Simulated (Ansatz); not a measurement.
# Ga4SbAs3: the cost of one run

Program: Ansatz 0.2.0. Level of theory: DFT PBE, scalar-relativistic, plane waves, PAW. These are calculated values, not measurements.

1 further run of the same task is left out (set aside as unsound or not needed).

### Step 1. The system as given

The structure is tetragonal, space group P-4m2 (No. 115). Conventional cell: a = 4.148 Å, b = 4.148 Å, c = 11.729 Å, α = 90.00°, β = 90.00°, γ = 90.00°. Around Ga (site symmetry 2mm) lie 2 As at 2.51 Å and 2 Sb at 2.63 Å. Ga (site symmetry 2mm) has 4 As at 2.51 Å as nearest neighbours. Sb (site symmetry -4m2) has 4 Ga at 2.63 Å as nearest neighbours. As (site symmetry 2mm) is surrounded by 4 Ga at 2.51 Å. As (site symmetry -4m2) is surrounded by 4 Ga at 2.51 Å.

Structure file:

```
Ga Sb As
1.0
     4.14844    0.00000    0.00000
     0.00000    4.14844    0.00000
     0.00000    0.00000   11.72929
Ga Sb As
4 1 3
Direct
  0.50000 0.00000 0.63853
  0.00000 0.50000 0.87964
  0.50000 0.00000 0.12036
  0.00000 0.50000 0.36147
  0.50000 0.50000 0.50000
  0.00000 0.00000 0.75904
  0.50000 0.50000 0.00000
  0.00000 0.00000 0.24096
```

The cell was relaxed beforehand at this level, from a generated guess; it is a trial structure. At a tolerance of 0.05 Å it has space group P-4m2 (No. 115); it has 25.23 Å³/atom, an uncorrected energy of -0.28 eV/atom over the elements.

### Step 2. Bands, states and charges

Contents of input.yaml:

```yaml
crystal:
  lattice:
    - [4.1484387831, 0.0, 0.0]
    - [0.0, 4.1484387831, 0.0]
    - [0.0, 0.0, 11.7292886457]
  atoms:
    - { symbol: Ga, position: [0.5, 0.0, 0.6385308367] }
    - { symbol: Ga, position: [0.0, 0.5, 0.8796445808] }
    - { symbol: Ga, position: [0.5, 0.0, 0.1203554192] }
    - { symbol: Ga, position: [0.0, 0.5, 0.3614691633] }
    - { symbol: Sb, position: [0.5, 0.5, 0.5] }
    - { symbol: As, position: [0.0, 0.0, 0.7590350813] }
    - { symbol: As, position: [0.5, 0.5, 0.0] }
    - { symbol: As, position: [0.0, 0.0, 0.2409649187] }
basis:
  ecutwfc: 420
kpoints:
  mp_grid: { grid: [10, 10, 4] }
  band_path:
    path:
      - [[0.0, 0.0, 0.0], [0.0, 0.5, 0.0], [0.5, 0.5, 0.0], [0.0, 0.0, 0.0], [0.0, 0.0, 0.5], [0.0, 0.5, 0.5], [0.5, 0.5, 0.5], [0.0, 0.0, 0.5]]
      - [[0.0, 0.5, 0.0], [0.0, 0.5, 0.5]]
      - [[0.5, 0.5, 0.0], [0.5, 0.5, 0.5]]
    npoints: 14
hamiltonian:
  xc: pbe
scf:
  occupations: { method: gaussian, width: 0.1 }
  n_extra_bands: 20
output:
  forces: true
  stress: true
  eigenvalues: true
  populations: true
  dos: { projected: true, de: 0.02, nscf_kmesh: { grid: [12, 12, 5] } }
  bader: true
  write_density: true
  write_potential: true
  elf: true
  volumetric_format: npy
```

The run is started by

```bash
> ansatz run input.yaml --threads 1 --pin off --max-ram 2560MiB --backend cpu --events-out ev --progress --plain --runs-dir out
```

Q: Estimate wall time and peak memory on 1 thread of Intel Xeon at 2.50GHz (Skylake/Cascade Lake), shared host.

About 12 min, with a peak of 1.4 GiB.
